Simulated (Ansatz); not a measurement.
**Zr2AlC (P6_3/mmc): cell relaxations under several functionals**

A script is to give cell relaxations under several functionals; the system is Zr2AlC (P6_3/mmc).

Computed with the Python package of Ansatz 0.2.0. The levels of theory stand in the script.

## Step 1: The structure

It takes space group P6_3/mmc (No. 194, hexagonal). Conventional cell: a = 3.319 Å, b = 3.319 Å, c = 14.582 Å, α = 90.00°, β = 90.00°, γ = 120.00°. Around Zr (site symmetry 3m) lie 3 C at 2.30 Å. Around Al (site symmetry -6m2) lie 6 Zr at 3.06 Å and 6 Al at 3.32 Å. Around C (site symmetry -3m) lie 6 Zr at 2.30 Å.

No structure file is read: the coordinates are typed or built in the script.

## Step 2: The script

File zr2alc_lattice.py:

```python
"""Relaxed cell of Zr2AlC under several functionals."""

import ansatz as az
import numpy as np

def edges_and_angles(cell):
    cell = np.asarray(cell)
    a, b, c = np.linalg.norm(cell, axis=1)
    cosines = cell[1] @ cell[2] / (b * c), cell[0] @ cell[2] / (a * c), cell[0] @ cell[1] / (a * b)
    return (a, b, c, *np.degrees(np.arccos(cosines)))

vectors = np.array([
    [3.319404, 0.0, 0.0],
    [-1.659702, 2.874688, 0.0],
    [0.0, 0.0, 14.581958],
])
crystal = (
    az.Lattice.of(vectors)
    .atom("Zr", (1 / 3, 2 / 3, 0.086756))
    .atom("Zr", (2 / 3, 1 / 3, 0.586756))
    .atom("Zr", (2 / 3, 1 / 3, 0.913244))
    .atom("Zr", (1 / 3, 2 / 3, 0.413244))
    .atom("Al", (1 / 3, 2 / 3, 0.75))
    .atom("Al", (2 / 3, 1 / 3, 0.25))
    .atom("C", (0.0, 0.0, 0.0))
    .atom("C", (0.0, 0.0, 0.5))
)

model = crystal.calculation()
model = model.kpoints(9, 9, 2).occupations("fermi_dirac", width=100 * az.meV)
model = model.relax(cell=True, force_tolerance=0.005)

levels = [("lda", "none"), ("pbesol", "none"), ("pbesol", "d3bj")]
print("level            a       b       c    alpha   beta  gamma  V/atom  steps")
for name, dispersion in levels:
    seen = []
    run = model.functional(name, dispersion=dispersion).session().plan()
    out = run.execute(on_event=lambda e: seen.append(e) if e["event"] == "relax_step" else None)
    cell = out.lattice.cell_ang
    label = name if dispersion == "none" else f"{name}+{dispersion}"
    print("{:13s} {:7.4f} {:7.4f} {:7.4f} {:6.2f} {:6.2f} {:6.2f}".format(label, *edges_and_angles(cell)), f"{abs(np.linalg.det(cell)) / len(out.lattice.sites):7.3f} {len(seen):5d}")
```

## Step 3: The calls as engine input

The engine receives this input (first run):

```yaml
crystal:
  lattice:
    - [3.319404, 0.0, 0.0]
    - [-1.659702, 2.874688, 0.0]
    - [0.0, 0.0, 14.581958]
  atoms:
    - { symbol: Zr, position: [0.3333333333333333, 0.6666666666666666, 0.086756] }
    - { symbol: Zr, position: [0.6666666666666666, 0.3333333333333333, 0.586756] }
    - { symbol: Zr, position: [0.6666666666666666, 0.3333333333333333, 0.913244] }
    - { symbol: Zr, position: [0.3333333333333333, 0.6666666666666666, 0.413244] }
    - { symbol: Al, position: [0.3333333333333333, 0.6666666666666666, 0.75] }
    - { symbol: Al, position: [0.6666666666666666, 0.3333333333333333, 0.25] }
    - { symbol: C, position: [0.0, 0.0, 0.0] }
    - { symbol: C, position: [0.0, 0.0, 0.5] }
kpoints:
  mp_grid:
    grid: [9, 9, 2]
hamiltonian:
  xc: lda
  dispersion: none
scf:
  occupations:
    method: fermi_dirac
    width: 0.1
relax:
  f_tol: 0.005
  cell: {}
```

## Step 4: Launch

Started as:

```sh
> python zr2alc_lattice.py
```

Standard output:

```text
level            a       b       c    alpha   beta  gamma  V/atom  steps
DeckWarning: basis.ecutwfc = 420 eV, auto-derived from the records' recommended cutoffs: set by Zr (normal level)
lda            3.2692  3.2692 14.4126  90.00  90.00 120.00  16.675     6
pbesol         3.2886  3.2886 14.5227  90.00  90.00 120.00  17.003     6
pbesol+d3bj    3.2579  3.2579 14.3660  90.00  90.00 120.00  16.506     8
```

(Warnings from the package without file and line.)

Wall time 4.1 min (1 thread of Intel Xeon Platinum 8259CL at 2.50GHz (Skylake/Cascade Lake), shared host); peak memory 0.57 GiB.

## Step 5: What changed from run to run

The engine's inputs for the other runs:

Run 2, against run 1:

```diff
@@ -19 +19 @@
-  xc: lda
+  xc: pbesol
```

Run 3, against run 1:

```diff
@@ -19,2 +19,2 @@
-  xc: lda
-  dispersion: none
+  xc: pbesol
+  dispersion: d3bj
```

Lines on the test bed's own set-up are left out of the output.

## Step 6: What each run gave

From the records of these 3 runs:

```tsv
run	functional	dispersion	energy (eV/atom)	final volume (Å³/atom)	pressure (GPa)	SCF cycles in all	CPU time (s)
1	lda	none	-2228.4117	16.67	-0.04	35	64
2	pbesol	none	-2257.8394	17.00	-0.02	34	82
3	pbesol	d3bj	-2258.2489	16.51	0.00	45	99
```

Energies are free energies F = E - TS of the smeared occupations. Totals hang on method, basis and potentials, so only like runs compare.

## Step 7: The relaxation of run 1, step by step

Relaxation path:

| step | E - E(step 1) (eV/cell) | largest force component (eV/Å) | pressure (GPa) | volume (Å³) |
| --- | --- | --- | --- | --- |
| 1 | 0.0000 | 0.4388 | -6.33 | 139.14 |
| 2 | 0.0188 | 0.3008 | 8.03 | 127.08 |
| 3 | -0.1213 | 0.0517 | -0.38 | 133.85 |
| 4 | -0.1236 | 0.0107 | 0.00 | 133.42 |
| 5 | -0.1237 | 0.0014 | 0.00 | 133.40 |
| 6 | -0.1203 | 0.0015 | -0.04 | 133.40 |

Step 1 is the start. Step 6 repeats the geometry before it on a plane-wave basis chosen anew for that cell, so its energy need not be comparable with the rows above. Step 2 was tried and not accepted.

|  | before | after | change |
| --- | --- | --- | --- |
| a (Å) | 3.319 | 3.269 | -1.5 % |
| b (Å) | 3.319 | 3.269 | -1.5 % |
| c (Å) | 14.582 | 14.413 | -1.2 % |
| volume (Å³/atom) | 17.39 | 16.67 | -4.1 % |
| shortest distance (Å) | 2.296 | 2.263 | -1.5 % |
| space group (0.01 Å) | P6_3/mmc | P6_3/mmc | same |

Forces and stress were held to the start's 24 operations: a distortion of lower symmetry was not tested.

## Step 8: How the relaxation of run 3 went

The steps of the relaxation:

```
step  E - E(step 1) (eV/cell)  largest force component (eV/Å)  pressure (GPa)  volume (Å³)
   1                   0.0000                          0.2849           -7.25       139.14
   2                   0.0955                          0.1569            9.96       123.80
   3                  -0.1622                          0.0788           -0.40       132.59
   4                  -0.1638                          0.0944            0.02       131.89
   5                  -0.1658                          0.0016            0.00       132.09
   6                  -0.1625                          0.0009           -0.04       132.09
   7                  -0.1625                          0.0006            0.00       132.05
   8                  -0.1625                          0.0006            0.00       132.05
```

Step 1 is the start. Steps 6, 8 each repeat the geometry before them on a plane-wave basis chosen anew, so the energy can jump there without any move. Step 2 was tried and not accepted.

|  | before | after | change |
| --- | --- | --- | --- |
| a (Å) | 3.319 | 3.258 | -1.9 % |
| b (Å) | 3.319 | 3.258 | -1.9 % |
| c (Å) | 14.582 | 14.366 | -1.5 % |
| volume (Å³/atom) | 17.39 | 16.51 | -5.1 % |
| shortest distance (Å) | 2.296 | 2.262 | -1.5 % |
| space group (0.01 Å) | P6_3/mmc | P6_3/mmc | same |

The run keeps the 24 symmetry operations of the start, so it could not have lowered the symmetry.

## Step 9: What came out

| quantity | value |
| --- | --- |
| runs compared | 3 |
| relaxed volume | 16.51 (pbesol d3bj) to 17.00 Å³/atom (pbesol) |

In words: From smallest to largest: PBEsol+D3BJ (16.51 Å³ an atom, -5.1 % against the start), LDA (16.67 Å³ an atom, -4.1 % against the start) and PBEsol (17.00 Å³ an atom, -2.2 % against the start). The spread is 3.0 % in volume. In run 1, the volume shrank by 4.1 % over 3 moves, and the space group stayed P6_3/mmc. In run 3, the volume shrank by 5.1 % over 4 moves, and the space group stayed P6_3/mmc. Notes:
- For a metal this k-point mesh is coarse: on a finer one energies can move by several to tens of meV an atom and pressures by half a GPa or more, differences at one mesh by less.
- The structure comes from a database of computed cells and needn't be a stable or known phase.
